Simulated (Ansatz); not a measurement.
# SnO2: the cost of one run

Computed with Ansatz 0.2.0 (DFT LDA, scalar-relativistic, plane waves, PAW, unless a step's input says otherwise).

2 further runs of the same task are left out: 2 set aside as unsound or not needed.

**1. The system as given**

It takes space group P4_2/mnm (No. 136, tetragonal). Conventional cell: a = 4.723 Å, b = 4.723 Å, c = 3.190 Å, α = 90.00°, β = 90.00°, γ = 90.00°. Around Sn (site symmetry mmm) lie 6 O at 2.04 to 2.05 Å. Around O (site symmetry m2m) lie 3 Sn at 2.04 to 2.05 Å.

Structure file:

```cif
data_structure
_symmetry_space_group_name_H-M 'P4_2/mnm'
_symmetry_Int_Tables_number 136
_cell_length_a 4.7226
_cell_length_b 4.7226
_cell_length_c 3.1904
_cell_angle_alpha 90.000
_cell_angle_beta 90.000
_cell_angle_gamma 90.000
_cell_volume 71.15
loop_
_atom_site_label
_atom_site_type_symbol
_atom_site_symmetry_multiplicity
_atom_site_Wyckoff_symbol
_atom_site_fract_x
_atom_site_fract_y
_atom_site_fract_z
_atom_site_occupancy
Sn1 Sn 2 a 0.50000 0.50000 0.50000 1
O1 O 4 f 0.30608 0.30608 0.00000 1
```

It goes back to an entry of the Materials Project, which need not be the stable form.

This cell was relaxed beforehand with the same method: volume 11.86 Å³/atom, gap on the mesh 1.16 eV.

**2. The scan**

The energy is mapped over volume and the cell's shape.

The axes are (1) volume per atom: 5 values from 9.96 to 13.76 Å³; (2) stretch along a over the lengths across it, relative to the relaxed cell: 5 values from 0.886 to 1.128.

Relaxed at each point: the atoms inside the fixed cell. Energies count from the relaxed crystal. Points are written as (first, second).

**3. Point (9.96 Å³, 0.942)**

Contents of input.yaml:

```yaml
crystal:
  lattice:
    - [4.2801991764, 0.0, 0.0]
    - [0.0, 4.5467073596, 0.0]
    - [0.0, 0.0, 3.0714030142]
  atoms:
    - { symbol: Sn, position: [0.5, 0.5, 0.5] }
    - { symbol: Sn, position: [0.0, 0.0, 0.0] }
    - { symbol: O, position: [0.3059833077, 0.3061758397, 0.0] }
    - { symbol: O, position: [0.8059833077, 0.1938241603, 0.5] }
    - { symbol: O, position: [0.1940166923, 0.8061758397, 0.5] }
    - { symbol: O, position: [0.6940166923, 0.6938241603, 0.0] }
basis:
  ecutwfc: 520.0
kpoints:
  mp_grid: { grid: [6, 6, 10] }
hamiltonian:
  xc: lda
scf:
  occupations: { method: gaussian, width: 0.05 }
output:
  forces: true
  stress: true
  eigenvalues: true
relax:
  adjacent_minimum: "off"
  f_tol: 0.01
  max_steps: 30
```

Run with:

```
$ ansatz run input.yaml --threads 2 --pin off --max-ram 4096MiB --backend cpu --events-out ev --progress --plain --runs-dir out
```

**Question.** How long does this run take on 2 threads of Intel Xeon Platinum 8375C at 2.90GHz (Ice Lake), shared host, and how much memory does it need?

About 60 s, with a peak of 0.54 GiB.
